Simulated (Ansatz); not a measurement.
# 2 structures of TaTi3: ranking of polymorphs by energy from a Python script

All numbers are computed with Ansatz 0.2.0, driven from Python. Level of theory: DFT LDA, plane waves, PAW.

**1. Starting point**

TaTi3 Pm-3m: Symmetry: Pm-3m, No. 221, cubic system. The conventional cell has a = 4.133 Å, b = 4.133 Å, c = 4.133 Å, α = 90.00°, β = 90.00°, γ = 90.00°. Around Ti (site symmetry 4/mmm) lie 8 Ti at 2.92 Å and 4 Ta at 2.92 Å. Ta (site symmetry m-3m) is surrounded by 12 Ti at 2.92 Å.

TaTi3 Fm-3m: The structure is cubic, space group Fm-3m (No. 225). The conventional cell has a = 6.533 Å, b = 6.533 Å, c = 6.533 Å, α = 90.00°, β = 90.00°, γ = 90.00°. Around Ti (site symmetry -43m) lie 4 Ti at 2.83 Å and 4 Ta at 2.83 Å. Ti (site symmetry m-3m) is surrounded by 8 Ti at 2.83 Å. Ta (site symmetry m-3m) is surrounded by 8 Ti at 2.83 Å.

No structure file is read: the coordinates are typed or built in the script.

**2. The code**

File run_polymorphs.py:

```python
"""Which structure of TaTi3 is lowest in energy, at the given cells."""

import warnings

import ansatz as az
import numpy as np
import spglib
from tabulate import tabulate


def compute(name, crystal):
    calc = (
        crystal.calculation()
        .scf(max_iterations=80, lower_state_search="standard", algorithm="density_mixing")
        .eigensolver("davidson")
        .functional("lda")
        .basis(500)  # cutoff of the orbital basis
        .kpoints(spacing=0.39)
        .occupations("cold", width=0.05)
        .stress()
        .band_table()
    )
    return calc.run(threads=1)


def space_group(outcome):
    sites = outcome.report["lattice"]["sites"]
    kinds = sorted({site["symbol"] for site in sites})
    cell = (outcome.lattice.cell_ang, [site["position_frac"] for site in sites], [kinds.index(site["symbol"]) for site in sites])
    return spglib.get_spacegroup(cell, symprec=0.01)


def volume_per_atom(outcome):
    return abs(np.linalg.det(outcome.lattice.cell_ang)) / len(outcome.lattice.sites)

warnings.simplefilter("ignore", az.DeckWarning)

phases = {}
pm_3m = (
    az.Lattice.of((4.133054, 0.0, 0.0), (0.0, 4.133054, 0.0), (0.0, 0.0, 4.133054))
    .atom("Ti", (0.0, 0.5, 0.5))
    .atom("Ti", (0.5, 0.0, 0.5))
    .atom("Ti", (0.5, 0.5, 0.0))
    .atom("Ta", (0.0, 0.0, 0.0))
)
phases["Pm-3m"] = pm_3m
fm_3m = (
    az.Lattice.fcc(6.533056)
    .space_group(225)
    .atom("Ti", (0.25, 0.75, 0.75))
    .atom("Ti", (0.5, 0.0, 0.0))
    .atom("Ta", (0.0, 0.0, 0.0))
    .primitive()
)
phases["Fm-3m"] = fm_3m

done = {}
for name, crystal in phases.items():
    try:
        done[name] = compute(name, crystal)
    except az.NonConvergedError as error:
        print(name, "did not converge:", str(error)[:120])

energy = {name: o.report["energy_sigma0_ev"] / len(o.lattice.sites) for name, o in done.items()}
lowest = min(energy.values())
rows = [(name, len(o.lattice.sites), 1000 * (energy[name] - lowest), space_group(o), volume_per_atom(o)) for name, o in done.items()]
rows.sort(key=lambda row: row[2])
print(tabulate(rows, headers=["phase", "atoms", "dE (meV/atom)", "space group", "V (A^3/atom)"], floatfmt=".4f", tablefmt="simple"))
```

**3. What the engine is handed**

The package turns the script's settings into the engine's input (first run):

```yaml
crystal:
  lattice:
    - [4.133054, 0.0, 0.0]
    - [0.0, 4.133054, 0.0]
    - [0.0, 0.0, 4.133054]
  atoms:
    - { symbol: Ti, position: [0.0, 0.5, 0.5] }
    - { symbol: Ti, position: [0.5, 0.0, 0.5] }
    - { symbol: Ti, position: [0.5, 0.5, 0.0] }
    - { symbol: Ta, position: [0.0, 0.0, 0.0] }
basis:
  ecutwfc: 500.0
kpoints:
  mp_grid:
    kspacing: 0.39
hamiltonian:
  xc: lda
scf:
  max_iter: 80
  algorithm: density_mixing
  lower_state_search: standard
  occupations:
    method: cold
    width: 0.05
  eigensolver:
    kind: davidson
output:
  stress: true
  eigenvalues: true
```

**4. The run**

Command:

```bash
python run_polymorphs.py
```

**Question.** How long does this script take on 1 thread of Arm Neoverse V1, shared host, and how much memory does it need?

About 7 s, with a peak of 0.42 GiB.
